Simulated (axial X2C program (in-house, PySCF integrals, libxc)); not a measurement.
# A two-component session on TaF⁺: properties at the nuclei

Aim: properties at the nuclei of TaF⁺, with spin–orbit coupling in the Hamiltonian from the start.

Method: two-component X2C with atomic mean-field terms, Ta dyall-cv3z, F dyall-av3z; program: an in-house X2C program for linear molecules on PySCF integrals.

All values are calculated.

## (1) The job

task.json reads:

```json
{
 "zs": [
  73,
  9
 ],
 "q": 1,
 "bas": [
  "dyall-cv3z",
  "dyall-av3z"
 ],
 "r0": 2.1,
 "levels": [
  "PBE0",
  "HF",
  "PBE50",
  "LDA",
  "PBE"
 ],
 "nst": 3
}
```

Keys: zs atomic numbers; q charge; bas basis sets; r0 starting distance in Å; levels methods (HF also brings MP2); nst determinants followed.

Launch:

```
$ python soeom.py task.json out
```

The runs that follow: Expectation values, lowest determinant; Expectation values, a higher determinant; Expectation values, a higher determinant.

Q: Predict the outcome of this session. Wanted: lowest determinant; Eeff magnitude; Ws magnitude Ta; A∥/gI Ta; qzz Ta; higher determinant (for each run or level that gives them).

**Answer**, as computed:

```
                                        quantity                                                       value
                              lowest determinant  Ω = 3/2 (excess of +ω over −ω: ω = 1/2, ω = -3/2, ω = 5/2)
                    Eeff magnitude (GV/cm), PBE0                                                        13.3
                     Ws magnitude Ta (kHz), PBE0                                                        7.81
                            A∥/gI Ta (MHz), PBE0                                                        4590
                             qzz Ta (a.u.), PBE0                                                        2.26
                              higher determinant                     Ω = 3/2 (excess of +ω over −ω: ω = 3/2)
Eeff magnitude (GV/cm), PBE0, higher determinant                                                        21.7
 Ws magnitude Ta (kHz), PBE0, higher determinant                                                        14.4
        A∥/gI Ta (MHz), PBE0, higher determinant                                                       -3790
         qzz Ta (a.u.), PBE0, higher determinant                                                       -3.86
                              higher determinant                     Ω = 1/2 (excess of +ω over −ω: ω = 1/2)
Eeff magnitude (GV/cm), PBE0, higher determinant                                                        14.2
 Ws magnitude Ta (kHz), PBE0, higher determinant                                                        31.2
        A∥/gI Ta (MHz), PBE0, higher determinant                                                       14800
         qzz Ta (a.u.), PBE0, higher determinant                                                       -2.69
```

In words: In the first state, the effective field runs from 10.8 to 17 GV/cm over the mean-field levels. The expectation values come from single determinants, which for open shells can mix terms of unlike spin or miss the lowest Ω, so a determinant need not be a state. Eeff is the effective electric field on the electron dipole moment in this Ω state and Ws the scalar–pseudoscalar constant (defined with the proton number Z and per Ω); A∥ is the parallel hyperfine constant, which follows by multiplying with the nuclear g factor gI = μI/(I μN); qzz is the electric field gradient, eQq0 = 234.96 MHz × Q/barn × qzz. The operators were transformed with the bare-nucleus X2C matrices.
